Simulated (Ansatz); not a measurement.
# SnPb3Se4: the cost of one run

Program: Ansatz 0.2.0. Level of theory: DFT PBE, scalar-relativistic, plane waves, PAW. These are calculated values, not measurements.

2 further runs of the same task are left out: 1 that didn't finish, 1 set aside as unsound or not needed. Runs told in other sessions of the task aren't counted.

## 1. The starting structure

It takes space group P4/mmm (No. 123, tetragonal). The conventional cell has a = 4.371 Å, b = 4.371 Å, c = 12.363 Å, α = 90.00°, β = 90.00°, γ = 90.00°. Sn (site symmetry 4/mmm) is surrounded by 6 Se at 3.04 to 3.09 Å. Pb (site symmetry 4mm) has 6 Se at 3.08 to 3.11 Å in its first shell of neighbours. Around Pb (site symmetry 4/mmm) lie 6 Se at 3.09 to 3.14 Å. Around Se (site symmetry 4/mmm) lie 2 Pb at 3.08 Å and 4 Sn at 3.09 Å. Se (site symmetry 4mm) is surrounded by 1 Sn at 3.04 Å and 5 Pb at 3.09 to 3.14 Å. Se (site symmetry 4/mmm) has 6 Pb at 3.09 to 3.11 Å in its first shell of neighbours.

Structure file:

```xyz
8
Lattice="4.3712 0.0000 0.0000 0.0000 4.3712 0.0000 0.0000 0.0000 12.3634" Properties=species:S:1:pos:R:3 pbc="T T T"
Sn    2.1856    2.1856    0.0000
Pb    0.0000    0.0000    9.2881
Pb    0.0000    0.0000    3.0753
Pb    2.1856    2.1856    6.1817
Se    0.0000    0.0000    0.0000
Se    2.1856    2.1856    3.0420
Se    0.0000    0.0000    6.1817
Se    2.1856    2.1856    9.3214
```

The start is the relaxed end of an invented cell (made as: elements ordered on the sites of the PbSe type, Pb/Sn on Pb (P4/mmm, No. 123)), taken up again for a closer look.

## 2. A first look at the guess

Contents of input.yaml:

```yaml
crystal:
  lattice:
    - [4.3711701, 0.0, 0.0]
    - [0.0, 4.3711701, 0.0]
    - [0.0, 0.0, 12.3633824]
  atoms:
    - { symbol: Sn, position: [0.5, 0.5, 0.0] }
    - { symbol: Pb, position: [0.0, 0.0, 0.75126] }
    - { symbol: Pb, position: [0.0, 0.0, 0.24874] }
    - { symbol: Pb, position: [0.5, 0.5, 0.5] }
    - { symbol: Se, position: [0.0, 0.0, 0.0] }
    - { symbol: Se, position: [0.5, 0.5, 0.246047] }
    - { symbol: Se, position: [0.0, 0.0, 0.5] }
    - { symbol: Se, position: [0.5, 0.5, 0.753953] }
basis:
  ecutwfc: 420
kpoints:
  mp_grid: { grid: [4, 4, 2] }
hamiltonian:
  xc: pbe
scf:
  occupations: { method: gaussian, width: 0.1 }
  lower_state_search: "off"
output:
  forces: true
  stress: true
  eigenvalues: true
```

The run is started by

```console
$ ansatz run input.yaml --threads 4 --pin off --max-ram 8192MiB --backend cpu --events-out ev --progress --plain --runs-dir out
```

**Question.** How long does this run take on 4 threads of Arm Neoverse V1, shared host, and how much memory does it need?

About 2.9 s, with a peak of 0.78 GiB.
